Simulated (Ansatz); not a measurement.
**CsRe in Ansatz: convergence with smearing width**

Input of the first run (smearing width 0.3 eV); the others differ in this setting and in those tied to it:

input.yaml

```yaml
crystal:
  lattice:
    - [3.68935397, 0.0, 0.0]
    - [-1.84467698, 3.19507426, 0.0]
    - [0.0, 0.0, 5.63144272]
  atoms:
    - { symbol: Cs, position: [0.002822, 0.017732, 0.494462] }
    - { symbol: Re, position: [0.010015, 0.015948, 0.000211] }
hamiltonian:
  xc: pbe
  pseudopotentials: { kind: paw }
kpoints:
  mp_grid: { grid: [6, 6, 4] }
scf:
  occupations: { method: gaussian, width: 0.3 }
output:
  forces: true
  stress: true
  eigenvalues: true
```

Potentials or basis: Ansatz PAW.

Launch:

```console
$ ansatz run input.yaml --threads 2 --pin off --max-ram 5632MiB --backend cpu --events-out ev --progress --plain --runs-dir out
```

The cell isn't the ideal one: atoms moved at random, drawn with an rms of 0.05 Å.

The cell was built by a generator and needn't be a form met in nature.

Hardware: 2 threads of Arm Neoverse V2 (shared host).

The values tried are 0.3 eV, 0.2 eV, 0.15 eV, 0.1 eV, 0.05 eV, 0.025 eV, 0.01 eV, 0.005 eV, loosest first. From which on does the largest force stay within 0.005 eV/Å of the tightest run that finished?

From 0.01 eV on.

| smearing width | energy less the tightest run, at zero smearing (meV/atom) | pressure (GPa) | largest force (eV/Å) | SCF cycles | CPU time (s) | peak memory (GiB) |
| --- | --- | --- | --- | --- | --- | --- |
| 0.3 eV | -19.93 | -7.06 | 0.194 | 9 | 7 | 0.38 |
| 0.2 eV | -10.06 | -7.30 | 0.200 | 9 | 7.1 | 0.38 |
| 0.15 eV | -6.05 | -7.42 | 0.205 | 9 | 6.9 | 0.39 |
| 0.1 eV | -2.92 | -7.56 | 0.214 | 10 | 7.4 | 0.39 |
| 0.05 eV | -0.51 | -7.72 | 0.231 | 10 | 7.6 | 0.39 |
| 0.025 eV | -0.02 | -7.79 | 0.242 | 10 | 7.8 | 0.38 |
| 0.01 eV | -0.03 | -7.82 | 0.249 | 14 | 8.9 | 0.38 |
| 0.005 eV | 0.00 | -7.82 | 0.248 | 17 | 9 | 0.38 |

Against the tightest run, the energy stays within 1 meV/atom from 0.05 eV on; the pressure stays within 0.1 GPa from 0.05 eV on. Narrower smearing needs a denser k mesh, so at a fixed mesh the narrowest width isn't the most accurate. The tightest run that finished is the yardstick and may itself not be fully converged.

Spin-orbit coupling is left out, which matters for the levels of Cs, Re.
